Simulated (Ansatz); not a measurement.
# GeH2 (SMILES [GeH2]) at wB97M-V/STO-3G

What is the electronic atomisation energy of GeH2 at wB97M-V/STO-3G? 

The results are computed with Ansatz 0.2.0.

41 further runs of the same task are left out: 7 that didn't finish, 34 set aside as unsound or not needed.

## 1. The molecule

The species is GeH2 (3 atoms), meant as a singlet with charge 0. As SMILES, `[GeH2]`. The coordinates come from a PBE0-D4/def2-TZVP relaxation.

Bond lengths: Ge1–H2 1.595 Å, Ge1–H3 1.594 Å. Angles: H2–Ge1–H3 90.6°.

## 2. The energy at wB97M-V/STO-3G

run.yaml

```yaml
basis:
  gaussian:
    orbitals: STO-3G
crystal:
  periodic: [false, false, false]
  atoms:
    - {symbol: Ge, position_ang: [-0.570100, 0.405100, -0.263700]}
    - {symbol: H, position_ang: [0.783000, 0.743600, 0.509000]}
    - {symbol: H, position_ang: [-0.212900, -1.148700, -0.245300]}
accuracy: high
hamiltonian:
  xc: {name: wB97M-V}
magnetization:
  spin_polarized: false
```

Launch:

```
$ ansatz run run.yaml --threads 1 --pin off --max-ram 2610MiB --events-out events.jsonl --progress --plain --runs-dir runs
```

The log of the run:

```text
Warning: RAYON_NUM_THREADS=1 ignored (pool sized by the plan → 1); use --threads N
Functional definition: wB97M-V
  name "wB97M-V"
  parameter omega = 0.3/bohr
  parameter cx = 0.15
  parameter cx01 = 1.007
  parameter cx10 = 0.259
  parameter css00 = 0.443
  parameter css04 = -1.437
  parameter css10 = -4.535
  parameter css20 = -3.390
  parameter css43 = 4.278
  parameter cos00 = 1.000
  parameter cos10 = 1.358
  parameter cos20 = 2.924
  parameter cos21 = -8.812
  parameter cos60 = -1.390
  parameter cos61 = 9.142
  parameter b = 6.0
  parameter c = 0.01
  gx(w, u) = 1 - cx + cx01*u + cx10*w
  gss(w, u) = css00 + css04*u^4 + css10*w + css20*w^2 + css43*w^4*u^3
  gos(w, u) = cos00 + cos10*w + (cos20 + cos21*u)*w^2 + (cos60 + cos61*u)*w^6
  exchange = spin_sum(e_x_unif_sr(omega)*gx(b97_w, b97_u_x)) + cx*exact_x_sr(omega) + exact_x_lr(omega)
  correlation = spin_sum(e_c_pw_mod_same_spin*gss(b97_w, b97_u_same))
      + integral(e_c_pw_mod_opposite_spin*gos(b97_w_opposite, b97_u_opposite)) + vv10(b, c)
235 factors; integrals over basis functions are off by at most 1.3e-8 eV
82 factors; integrals over basis functions are off by at most 5.9e-10 eV
mean field evaluation 1: about -55897.4901 eV, gradient 6.5e0 eV
mean field evaluation 2: about -55897.7308 eV, gradient 1.7e0 eV
mean field evaluation 4: about -55897.7547 eV, gradient 1.9e-1 eV
mean field evaluation 8: about -55897.7463 eV, gradient 4.3e-2 eV
mean field evaluation 16: about -55897.7463 eV, gradient 1.2e-5 eV
mean field evaluation 32: about -55896.1270 eV, gradient 1.1e1 eV
mean field -55897.74632579 eV, -2054.2042886194 hartree, gradient 5.0e-8 eV, S^2 0.000000; 3 other end points of the search recorded, 0 dependent functions left out
reference -55897.74632788 eV, -2054.2042886965 hartree; 17, 17 occupied and 3, 3 virtual orbitals, 235 factors
Total energy: -55897.74632788 eV, -2054.2042886965 hartree
```

Wall time 7.5 s (1 thread of AMD EPYC 7R43 (Zen 3), shared host); peak memory 0.22 GiB.

## 3. The Ge atom, same level

input.yaml

```yaml
crystal:
  periodic: [false, false, false]
  atoms:
    - {symbol: Ge, position_ang: [0.000000, 0.000000, 0.000000]}
basis:
  gaussian: {orbitals: STO-3G}
magnetization: {spin_polarized: true, initial_magnetization: 2}
hamiltonian: {xc: {name: wB97M-V}}
accuracy: high
```

Launch:

```
$ ansatz run input.yaml --threads 1 --pin off --max-ram 2610MiB --events-out events.jsonl --progress --plain --runs-dir runs
```

The log of the run, cut to the lines that bear on the results:

```text
Warning: RAYON_NUM_THREADS=1 ignored (pool sized by the plan → 1); use --threads N
[... 2 set-up lines as earlier in the session ...]
[...]
  gx(w, u) = 1 - cx + cx01*u + cx10*w
  gss(w, u) = css00 + css04*u^4 + css10*w + css20*w^2 + css43*w^4*u^3
  gos(w, u) = cos00 + cos10*w + (cos20 + cos21*u)*w^2 + (cos60 + cos61*u)*w^6
[...]
      + integral(e_c_pw_mod_opposite_spin*gos(b97_w_opposite, b97_u_opposite)) + vv10(b, c)
138 factors; integrals over basis functions are off by at most 4.5e-9 eV
52 factors; integrals over basis functions are off by at most 8.3e-10 eV
[...]
mean field -55863.24390578 eV, -2052.9363480706 hartree, gradient 1.9e-8 eV, S^2 2.205316; 7 other end points of the search recorded, 0 dependent functions left out
reference -55863.24390750 eV, -2052.9363481337 hartree; 17, 15 occupied and 1, 3 virtual orbitals, 138 factors
Total energy: -55863.24390750 eV, -2052.9363481337 hartree
```

Run time: 17 s. Hardware: 1 thread of AMD EPYC 7R43 (Zen 3), shared host; peak memory 0.28 GiB.

## 4. The H atom

job.yaml

```yaml
crystal:
  periodic: [false, false, false]
  atoms:
    - symbol: H
      position_ang: [0.000000, 0.000000, 0.000000]
basis:
  gaussian:
    orbitals: STO-3G
magnetization:
  spin_polarized: true
  initial_magnetization: 1
hamiltonian:
  xc: {name: wB97M-V}
accuracy: high
```

Run the same way, it converges to -0.45654 Eh (log not shown).

## 5. Results

Level: wB97M-V/STO-3G.

```
                     quantity           value
       molecule: total energy  -2054.20429 Eh
        Ge atom: total energy  -2052.93635 Eh
                Ge atom: ⟨S²⟩           2.205
         H atom: total energy     -0.45654 Eh
                 H atom: ⟨S²⟩           0.750
electronic atomisation energy        9.656 eV
```

What this shows: Taking the molecule apart into free atoms costs 9.66 eV (932 kJ/mol), before zero-point energy and without spin-orbit coupling. In a minimal basis such a difference can be off by several eV, whatever the method. ⟨S²⟩ (Ge atom) is 2.21 where a pure triplet has 2.00: the reference is spin-contaminated.
